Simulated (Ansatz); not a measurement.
From input file to script: CH₆BrFGeSi, SMILES F[CH]([GeH3])[SiH2]Br in Ansatz 0.2.0.

```yaml
crystal:
  periodic: [false, false, false]
  atoms:
    - { symbol: F, position_ang: [-0.0147, 0.5313, -1.8597] }
    - { symbol: C, position_ang: [0.0459, -0.2722, -0.7376] }
    - { symbol: Ge, position_ang: [-1.6275, -0.1413, 0.2436] }
    - { symbol: Si, position_ang: [1.4524, 0.2873, 0.3549] }
    - { symbol: Br, position_ang: [3.3969, 0.113, -0.7738] }
    - { symbol: H, position_ang: [0.2125, -1.3251, -1.0446] }
    - { symbol: H, position_ang: [-1.558, -1.0434, 1.502] }
    - { symbol: H, position_ang: [-2.7938, -0.6065, -0.6648] }
    - { symbol: H, position_ang: [-1.8588, 1.33, 0.6729] }
    - { symbol: H, position_ang: [1.5065, -0.5602, 1.5554] }
    - { symbol: H, position_ang: [1.2386, 1.687, 0.7517] }
basis:
  gaussian: { orbitals: cc-pVDZ }
hamiltonian:
  xc: pbe0
```

Launched from the shell:
```console
$ ansatz run input.yaml --threads 1 --pin off --max-ram 4096MiB --backend cpu --events-out ev --progress --plain --runs-dir out
Engine: ansatz 0.2.0, aarch64-unknown-linux-gnu
Functional definition: PBE0
  parameter a = 0.25
  parameter kappa = 0.804
  parameter beta = 0.06672455060314922
  exchange = (1 - a)*pbe_x(kappa = kappa, mu = beta*pi^2/3) + a*exact_x
  correlation = pbe_c(beta = beta)
1342 factors; integrals over basis functions are off by at most 1.2e-3 eV
mean field evaluation 1: about -138268.5665 eV, gradient 2.7e1 eV
mean field evaluation 2: about -138268.1481 eV, gradient 2.9e1 eV
mean field evaluation 4: about -138270.1824 eV, gradient 7.7e-1 eV
mean field evaluation 8: about -138270.2922 eV, gradient 1.2e-1 eV
mean field evaluation 16: about -138270.2922 eV, gradient 6.9e-5 eV
mean field -138270.29219013 eV, -5081.3395150171 hartree, gradient 6.9e-5 eV, S^2 0.000000; 0 other end points of the search recorded, 0 dependent functions left out
reference -138270.29222051 eV, -5081.3395161335 hartree; 51, 51 occupied and 79, 79 virtual orbitals, 1342 factors
Total energy: -138270.29222051 eV, -5081.3395161335 hartree
```

Run as a notebook:

```python
import ansatz as az
```

```python
SETTINGS = {
    "basis": "cc-pVDZ",
    "functional": "pbe0",
}
```

```python
GEOMETRY = """
F    -0.01470    0.53130   -1.85970
C     0.04590   -0.27220   -0.73760
Ge   -1.62750   -0.14130    0.24360
Si    1.45240    0.28730    0.35490
Br    3.39690    0.11300   -0.77380
H     0.21250   -1.32510   -1.04460
H    -1.55800   -1.04340    1.50200
H    -2.79380   -0.60650   -0.66480
H    -1.85880    1.33000    0.67290
H     1.50650   -0.56020    1.55540
H     1.23860    1.68700    0.75170
"""
```

```python
system = az.Crystal.molecule()
for line in GEOMETRY.strip().splitlines():
    symbol, *xyz = line.split()
    system = system.atom(symbol, [float(v) for v in xyz])
```

```python
calc = (
    system.calculation()
    .basis(gaussian=SETTINGS["basis"])
    .functional(SETTINGS["functional"])
)
out = calc.run(threads=1, pin="off")
rep = out.report
```

```python
type(out).__name__, type(rep).__name__
```

    ('RunOutcome', 'dict')

```python
{key: value for key, value in rep.items() if isinstance(value, (int, float)) and "ev" in key}
```

    {'free_energy_ev': -138270.29222051115, 'reference_energy_ev': -138270.29222051115}

```python
print("reference energy %16.6f eV" % rep["reference_energy_ev"])
print("total energy     %16.6f eV" % rep["free_energy_ev"])
print("occupied orbitals outside the frozen core (up, down):", rep["n_occupied"], " frozen:", rep["n_frozen"], " virtual:", rep["n_virtual"])
```

    reference energy   -138270.292221 eV
    total energy       -138270.292221 eV
    occupied orbitals outside the frozen core (up, down): [51, 51]  frozen: 0  virtual: [79, 79]

Caveats:
- Total energies depend on the basis set; only differences at equal settings carry meaning.
- The geometry is a force-field or estimated start, not a minimum of this method, and the basis set is short of its limit.
- Wall time of the script: 11 s on 1 thread of Arm Neoverse V1, on a shared host, peak memory 0.43 GiB.

(Lines on the test bed's own set-up are left out of the output.)
